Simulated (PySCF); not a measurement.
**TiO₂: relaxation and vibrations of the singlet**

Where does singlet TiO₂ go from a linear start, is the end point a minimum, and what are its modes, charges and moments?

Computed with PySCF 2.14.0. Level: PBE0, basis Ti def2-TZVP, O def2-TZVP, no relativity, density fitting.

### Step 1. The system as given

3 atoms, charge 0, spin multiplicity 1.

Bond lengths: Ti1–O2 1.740 Å, Ti1–O3 1.740 Å. Angles: O2–Ti1–O3 180.0°.

```xyz
3
charge 0 multiplicity 1
Ti    0.0000    0.0000    0.0000
O     0.0000    0.0000    1.7400
O     0.0000    0.0000   -1.7400
```

### Step 2. First SCF at the start

One driver script runs all steps and calls PySCF; scf.py shows how it sets up the SCF of each step. The optimiser is the driver's own. After this first run the driver tries any further starts and a stability analysis.

Contents of scf.py:

```python
from pyscf import gto, scf, dft
mol = gto.M(atom='''
Ti     0.000000     0.000000     0.000000
O      0.000000     0.000000     1.740000
O      0.000000     0.000000    -1.740000''',
    basis={'Ti': 'def2-TZVP', 'O': 'def2-TZVP'},
    charge=0, spin=0)
mf = dft.RKS(mol, xc='PBE0')
mf.grids.atom_grid = (50, 194)
aux = {'Ti': 'def2-universal-JKFIT', 'O': 'def2-universal-JKFIT'}
mf = mf.density_fit(auxbasis=aux)
mf.conv_tol = 1e-08
mf.diis_space = 10
mf.max_cycle = 60
mf.init_guess = 'minao'
mf.verbose = 4
mf.kernel()
```

On the command line:

```console
OMP_NUM_THREADS=2 python axn.py task.json out
```

Log:

```text
init E= -999.285930914046
  HOMO = -0.426403509496986  LUMO = -0.175156546418304  gap/eV = 6.83678
cycle= 1 E= -998.749703285509  delta_E= 0.536  |g|= 1.93  |ddm|= 2.28
  HOMO = -0.151685853378616  LUMO = -0.141294105993261  gap/eV = 0.28277
cycle= 2 E= -976.148790504498  delta_E= 22.6  |g|= 10.3  |ddm|= 4.49
cycle= 3 E= -991.804201203919  delta_E= -15.7  |g|= 6.32  |ddm|= 3.22
cycle= 4 E= -997.528566101632  delta_E= -5.72  |g|= 3.25  |ddm|= 1.59
  HOMO = -0.196758721365403  LUMO = -0.195050450377115  gap/eV = 0.04648
cycle= 5 E= -999.549604881305  delta_E= -2.02  |g|= 0.422  |ddm|= 1.72
  HOMO = -0.263257775279966  LUMO = -0.184599192142387  gap/eV = 2.14041
cycle= 6 E= -999.567468232176  delta_E= -0.0179  |g|= 0.231  |ddm|= 0.174
  HOMO = -0.256097694539724  LUMO = -0.161142347763817  gap/eV = 2.58387
cycle= 7 E= -999.573635184537  delta_E= -0.00617  |g|= 0.142  |ddm|= 0.066
  HOMO = -0.266019538457179  LUMO = -0.159464614973104  gap/eV = 2.89951
cycle= 8 E= -999.577084246912  delta_E= -0.00345  |g|= 0.0329  |ddm|= 0.0491
  HOMO = -0.265607578738505  LUMO = -0.156734804617913  gap/eV = 2.96258
cycle= 9 E= -999.577287796588  delta_E= -0.000204  |g|= 0.00168  |ddm|= 0.0135
  HOMO = -0.26565808454155  LUMO = -0.156680460827563  gap/eV = 2.96543
cycle= 10 E= -999.577288448624  delta_E= -6.52e-07  |g|= 0.00051  |ddm|= 0.00116
  HOMO = -0.265622947475537  LUMO = -0.156726048466066  gap/eV = 2.96324
cycle= 11 E= -999.577288507851  delta_E= -5.92e-08  |g|= 9.86e-05  |ddm|= 0.000393
  HOMO = -0.265620603099336  LUMO = -0.156718565305945  gap/eV = 2.96338
cycle= 12 E= -999.577288510005  delta_E= -2.15e-09  |g|= 1.46e-05  |ddm|= 5.65e-05
  HOMO = -0.265621802334083  LUMO = -0.156713563295128  gap/eV = 2.96354
Extra cycle  E= -999.577288509523  delta_E= 4.82e-10  |g|= 5.4e-05  |ddm|= 2.87e-05
converged SCF energy = -999.577288509523
```

This step, with its further starts and checks, ran for 6.1 s (2 threads of AMD EPYC 7B13 (Zen 3), shared host).

The starts that the driver tried:

| start | energy (Eh) |
| --- | --- |
| the minimal-basis guess | -999.577289 |
| a thermally smeared density | -999.577289 |
| a smeared PBE density | -999.577289 |

No lower closed-shell solution turned up from the other starts or in the test of internal stability.

### Step 3. Relaxation: linear start, singlet

The program finds D∞h symmetry in the start, which this walk keeps. Threshold on the gradient: 0.0003 Eh/bohr, with a further test on the energy change.

Edit scf.py of step 2 so:

```diff
@@ -15 +14,0 @@
-mf.init_guess = 'minao'
```

The optimiser's trace:

| step | energy (Eh) | change (kJ/mol) | largest symmetric gradient (Eh/bohr) |
| --- | --- | --- | --- |
| 0 | -999.577289 | 0.00 | 0.03935 |
| 1 | -999.580695 | -8.94 | 0.00705 |
| 2 | -999.580787 | -9.18 | 0.00087 |
| 3 | -999.580788 | -9.19 | 0.00002 |

The walk took 4.7 s.

Positions (Å) and forces (eV/Å) along the way:

```
step 0
Ti   0.000   0.000   0.000   0.000   0.000   0.000
O    0.000   0.000   1.740   0.000   0.000  -2.023
O    0.000   0.000  -1.740   0.000   0.000   2.023
step 1
Ti   0.000   0.000   0.000   0.000   0.000   0.001
O    0.000   0.000   1.688   0.000   0.000   0.362
O    0.000   0.000  -1.688   0.000   0.000  -0.363
step 2
Ti   0.000   0.000   0.000   0.000   0.000   0.000
O    0.000   0.000   1.696   0.000   0.000  -0.045
O    0.000   0.000  -1.696   0.000   0.000   0.045
step 3
Ti   0.000   0.000   0.000   0.000   0.000   0.001
O    0.000   0.000   1.695   0.000   0.000  -0.001
O    0.000   0.000  -1.695   0.000   0.000   0.000
```

After 3 steps and 9.2 kJ/mol it ends at D∞h: Ti–O 1.695 Å (×2); O–Ti–O 180.0°.

### Step 4. Vibrations and properties at this point

On the finer grid the gradient is checked again; gradients at displacements of ±0.02 bohr then give force constants and infrared intensities.

Edit scf.py of step 3 so:

```diff
@@ -4,2 +4,2 @@
-O      0.000000     0.000000     1.740000
-O      0.000000     0.000000    -1.740000''',
+O     -0.000000     0.000000     1.694798
+O      0.000000     0.000000    -1.694798''',
@@ -9 +9 @@
-mf.grids.atom_grid = (50, 194)
+mf.grids.atom_grid = (75, 302)
@@ -12 +12 @@
-mf.conv_tol = 1e-08
+mf.conv_tol = 1e-10
```

The driver hands on the density of the step before, so the log starts near convergence.

SCF at the final geometry:

```text
init E= -999.580791372586
  HOMO = -0.258027034735872  LUMO = -0.148430438283551  gap/eV = 2.98228
cycle= 1 E= -999.580791372491  delta_E= 9.44e-11  |g|= 2.35e-05  |ddm|= 1.23e-05
  HOMO = -0.25802442019937  LUMO = -0.148437446183581  gap/eV = 2.98201
cycle= 2 E= -999.580791371283  delta_E= 1.21e-09  |g|= 8.5e-05  |ddm|= 4.35e-05
  HOMO = -0.258026736879821  LUMO = -0.148432261089887  gap/eV = 2.98222
cycle= 3 E= -999.580791372588  delta_E= -1.31e-09  |g|= 1.09e-06  |ddm|= 3.39e-05
  HOMO = -0.258026627880242  LUMO = -0.148432114740719  gap/eV = 2.98222
cycle= 4 E= -999.580791372591  delta_E= -2.96e-12  |g|= 7.8e-07  |ddm|= 8.61e-07
  HOMO = -0.258026568972996  LUMO = -0.148432115339686  gap/eV = 2.98222
Extra cycle  E= -999.580791372589  delta_E= 2.05e-12  |g|= 2.92e-06  |ddm|= 1.77e-06
converged SCF energy = -999.580791372589
```

The whole step took 13 s.

Geometry: D∞h; Ti–O 1.695 Å (×2); O–Ti–O 180.0°.

Harmonic modes (main isotopes):

```
symmetry  ω (cm⁻¹)  IR (km/mol)
      πu      404i          497
     σu+       926          931
     σg+       927          0.0
```

2 modes are imaginary, the largest at 404i cm⁻¹: a saddle point, not a minimum.

Constants and moments:

```
Dipole moment                                                   : 0.00 D
Highest occupied level                                          : -7.02 eV
Lowest empty level                                              : -4.04 eV
Rotational constants                                            : 0.1835 cm⁻¹
Zero-point energy (real modes)                                  : 11.1 kJ/mol
Principal polarisabilities                                      : 26.4, 26.4, 60.0 bohr³
Atomisation energy without zero-point energy                    : 1051 kJ/mol
Principal traceless quadrupole moments about the centre of mass : -22.70, 11.35, 11.35 D Å
```

Charges (e) and bond orders:

```
atom  Mulliken  Löwdin  polar tensor  Mayer order to Ti1
 Ti1      1.38    0.81          2.90                   –
O2,3     -0.69   -0.40         -1.45                1.83
```

Outer orbital energies (eV). occupied: -24.83, -23.29, -10.31, -9.83, -9.83, -8.06, -8.06, -7.02; empty: -4.04, -4.04, -3.35, -0.95.

Mulliken populations on Ti1: s 6.03, p 12.40, d 2.13, f 0.06.

### Step 5. Downhill along the imaginary mode

The atoms are moved a little along the softest imaginary mode and relaxed again.

The program finds C2v symmetry in the start, which this walk keeps. The walk stops when the largest gradient is under 0.0003 Eh/bohr and the energy has settled too.

Edit scf.py of step 4 so:

```diff
@@ -3,3 +3,3 @@
-Ti     0.000000     0.000000     0.000000
-O     -0.000000     0.000000     1.694798
-O      0.000000     0.000000    -1.694798''',
+Ti    -0.079435    -0.009997     0.000000
+O      0.119061     0.014984     1.694798
+O      0.119061     0.014984    -1.694798''',
@@ -9 +9 @@
-mf.grids.atom_grid = (75, 302)
+mf.grids.atom_grid = (50, 194)
@@ -12 +12 @@
-mf.conv_tol = 1e-10
+mf.conv_tol = 1e-08
```

Steps of the walk:

| step | energy (Eh) | change (kJ/mol) | largest symmetric gradient (Eh/bohr) |
| --- | --- | --- | --- |
| 0 | -999.587955 | 0.00 | 0.03203 |
| 1 | -999.602994 | -39.49 | 0.04271 |
| 2 | -999.621625 | -88.40 | 0.04773 |
| 3 | -999.635598 | -125.09 | 0.08813 |
| 4 | -999.649495 | -161.58 | 0.01910 |
| 5 | -999.651645 | -167.22 | 0.00757 |
| 6 | -999.651719 | -167.41 | 0.00190 |
| 7 | -999.651723 | -167.42 | 0.00001 |

The walk took 10 s.

Geometry (Å) and forces (eV/Å) at some steps:

```
step 0
Ti  -0.079  -0.010   0.000  -1.647  -0.209   0.000
O    0.119   0.015   1.695   0.823   0.104  -0.953
O    0.119   0.015  -1.695   0.823   0.104   0.953
step 1
Ti  -0.187  -0.024   0.000  -2.196  -0.278   0.000
O    0.173   0.022   1.656   1.098   0.139  -1.139
O    0.173   0.022  -1.656   1.098   0.139   1.138
step 4
Ti  -0.506  -0.064   0.000   0.231   0.023  -0.002
O    0.333   0.042   1.417  -0.115  -0.011  -0.981
O    0.333   0.042  -1.417  -0.116  -0.011   0.983
step 7
Ti  -0.550  -0.069   0.000   0.000  -0.008   0.001
O    0.355   0.045   1.348   0.000   0.004  -0.001
O    0.355   0.045  -1.348   0.000   0.004   0.000
```

It settles in C2v symmetry, 167.4 kJ/mol below the start, after 7 steps: Ti–O 1.628 Å (×2); O–Ti–O 111.8°.

### Step 6. Hessian and properties

The same treatment as at the point before.

Edit scf.py of step 5 so:

```diff
@@ -3,3 +3,3 @@
-Ti    -0.079435    -0.009997     0.000000
-O      0.119061     0.014984     1.694798
-O      0.119061     0.014984    -1.694798''',
+Ti    -0.362499    -0.045622    -0.000000
+O      0.542943     0.068332     1.347969
+O      0.542943     0.068332    -1.347969''',
@@ -9 +9 @@
-mf.grids.atom_grid = (50, 194)
+mf.grids.atom_grid = (75, 302)
@@ -12 +12 @@
-mf.conv_tol = 1e-08
+mf.conv_tol = 1e-10
```

SCF at the final geometry:

```text
init E= -999.651742163515
  HOMO = -0.266029934944228  LUMO = -0.100857125709416  gap/eV = 4.49458
cycle= 1 E= -999.65174216351  delta_E= 4.09e-12  |g|= 3.35e-06  |ddm|= 1.9e-06
  HOMO = -0.266030330072484  LUMO = -0.100856974039497  gap/eV = 4.49460
Extra cycle  E= -999.651742163487  delta_E= 2.36e-11  |g|= 1.17e-05  |ddm|= 6.13e-06
converged SCF energy = -999.651742163487
```

The whole step ran for 18 s (2 threads of AMD EPYC 7B13 (Zen 3), shared host).

Geometry: C2v; Ti–O 1.628 Å (×2); O–Ti–O 111.8°.

Modes, for the most abundant isotopes:

```tsv
symmetry	ω (cm⁻¹)	IR (km/mol)
a1	350	14.6
b2	1010	478
a1	1059	43.7
```

No imaginary mode, so this is a minimum.

Constants and moments:

```yaml
Dipole_moment: 6.82 D
Highest_occupied_level: -7.24 eV
Lowest_empty_level: -2.74 eV
Rotational_constants: 1.055, 0.29, 0.2275 cm⁻¹
Zero-point_energy: 14.5 kJ/mol
Principal_polarisabilities: 18.2, 23.5, 44.8 bohr³
Atomisation_energy_without_zero-point_energy: 1237 kJ/mol
Principal_traceless_quadrupole_moments_about_the_centre_of_mass: -13.53, 6.13, 7.41 D Å
Entropy_at_298.15_K_and_1_bar: 258.1 J/(mol K)
Heat_capacity_Cp_at_298.15_K: 42.7 J/(mol K)
Enthalpy_at_298.15_K_above_0_K: 11.03 kJ/mol
Rotational_symmetry_number: 2
```

Populations by atom (charges in e):

```
atom  Mulliken  Löwdin  polar tensor  Mayer order to Ti1
 Ti1      1.18    0.57          1.88                   –
O2,3     -0.59   -0.28         -0.94                2.08
```

Mulliken populations on Ti1: s 6.05, p 12.22, d 2.50, f 0.05.

### Step 7. Stability of the closed shell

At the lowest minimum the closed shell is tested against spin polarisation, on the (50, 194) grid. It is stable.

### Step 8. All stationary points

| spin | group | bonds | imaginary modes (cm⁻¹) | ΔE (kJ/mol) | with zero-point energy |
| --- | --- | --- | --- | --- | --- |
| singlet | C2v | Ti–O 1.628 Å (×2) | none | 0.0 | 0.0 |
| singlet | D∞h | Ti–O 1.695 Å (×2) | 404i, 404i | 186.3 | – |

### Step 9. Results

| quantity | value |
| --- | --- |
| minimum | singlet, C2v |
| geometry | Ti–O 1.628 Å (×2); O–Ti–O 111.8° |
| wavenumbers (cm⁻¹) | 350 (a1), 1010 (b2), 1059 (a1) |
| dipole moment | 6.82 D |
| highest occupied, lowest empty level | -7.24, -2.74 eV |
| polar-tensor charge of Ti1 | +1.88 e |
| zero-point energy | 14.5 kJ/mol |
| entropy at 298.15 K | 258.1 J/(mol K) |
| atomisation energy (no zero-point energy) | 1237 kJ/mol |

**Reading.** From D∞h at the start the molecule goes to a C2v minimum, after a stop at a second-order saddle point 186.3 kJ/mol higher, from which it was pushed off along an imaginary mode. The strongest infrared band lies at 1010 cm⁻¹ (b2, stretch). With 6.8 D the molecule is strongly polar. Only this shape and spin were tried, so other structures or states may lie lower.

The search up to here took 54 s.
